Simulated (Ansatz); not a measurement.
# CH12O3Si4: the cost of one run

Program: Ansatz 0.2.0. Level of theory: RKS B3LYP-D4/STO-3G. These are calculated values, not measurements.

## 1. The system as given

Bond lengths (14 of 19 bonds, heavy atoms first): Si1–C2 1.870 Å, Si1–O6 1.680 Å, O6–Si7 1.680 Å, Si1–O11 1.679 Å, O11–Si12 1.680 Å, Si1–O16 1.679 Å, O16–Si17 1.680 Å, C2–H3 1.110 Å, C2–H4 1.110 Å, C2–H5 1.110 Å, Si7–H8 1.460 Å, Si7–H9 1.460 Å, Si7–H10 1.460 Å, Si12–H13 1.460 Å. Angles (14 of 33 angles, heavy atoms first): C2–Si1–O6 109.4°, C2–Si1–O11 109.5°, C2–Si1–O16 109.5°, O6–Si1–O11 109.5°, O6–Si1–O16 109.5°, O11–Si1–O16 109.5°, Si1–O6–Si7 125.0°, Si1–O11–Si12 125.0°, Si1–O16–Si17 125.0°, Si1–C2–H3 109.5°, Si1–C2–H4 109.5°, Si1–C2–H5 109.5°, O6–Si7–H8 109.5°, O6–Si7–H9 109.5°.

As a file:

```xyz
20

Si    0.0000    0.0000    0.0000
C     0.0000    0.0000    1.8700
H    -0.9996   -0.3092    2.2405
H     0.7676   -0.7111    2.2405
H     0.2320    1.0203    2.2405
O     1.5842    0.0000   -0.5594
Si    2.4906   -1.3762   -0.8866
H     1.6598   -2.3521   -1.5857
H     3.6318   -1.0202   -1.7249
H     2.9691   -1.9538    0.3660
O    -0.7913    1.3709   -0.5594
Si   -2.4002    1.4263   -1.0396
H    -3.2124    0.6421   -0.1138
H    -2.8620    2.8114   -1.0378
H    -2.5267    0.8736   -2.3850
O    -0.7913   -1.3709   -0.5594
Si   -1.6730   -2.4329    0.3983
H    -1.2634   -2.2870    1.7920
H    -3.0964   -2.1323    0.2761
H    -1.4264   -3.8036   -0.0398
```

## 2. Preparing the start

File input.yaml:

```yaml
crystal:
  periodic: [false, false, false]
  atoms:
    - { symbol: Si, position_ang: [0.0, 0.0, 0.0] }
    - { symbol: C, position_ang: [0.0, 0.0, 1.87] }
    - { symbol: H, position_ang: [-0.9996, -0.3092, 2.2405] }
    - { symbol: H, position_ang: [0.7676, -0.7111, 2.2405] }
    - { symbol: H, position_ang: [0.232, 1.0203, 2.2405] }
    - { symbol: O, position_ang: [1.5842, 0.0, -0.5594] }
    - { symbol: Si, position_ang: [2.4906, -1.3762, -0.8866] }
    - { symbol: H, position_ang: [1.6598, -2.3521, -1.5857] }
    - { symbol: H, position_ang: [3.6318, -1.0202, -1.7249] }
    - { symbol: H, position_ang: [2.9691, -1.9538, 0.366] }
    - { symbol: O, position_ang: [-0.7913, 1.3709, -0.5594] }
    - { symbol: Si, position_ang: [-2.4002, 1.4263, -1.0396] }
    - { symbol: H, position_ang: [-3.2124, 0.6421, -0.1138] }
    - { symbol: H, position_ang: [-2.862, 2.8114, -1.0378] }
    - { symbol: H, position_ang: [-2.5267, 0.8736, -2.385] }
    - { symbol: O, position_ang: [-0.7913, -1.3709, -0.5594] }
    - { symbol: Si, position_ang: [-1.673, -2.4329, 0.3983] }
    - { symbol: H, position_ang: [-1.2634, -2.287, 1.792] }
    - { symbol: H, position_ang: [-3.0964, -2.1323, 0.2761] }
    - { symbol: H, position_ang: [-1.4264, -3.8036, -0.0398] }
basis:
  gaussian: { orbitals: STO-3G }
hamiltonian:
  xc: b3lyp
  dispersion: d4
relax:
  f_tol: 0.02
  max_steps: 40
```

On the command line:

```
$ ansatz run input.yaml --threads 2 --pin off --max-ram 3072MiB --backend cpu --events-out ev --progress --plain --runs-dir out
```

**Question.** How long does this run take on 2 threads of Arm Neoverse V1, shared host, and how much memory does it need?

About 3.1 min, with a peak of 0.21 GiB.
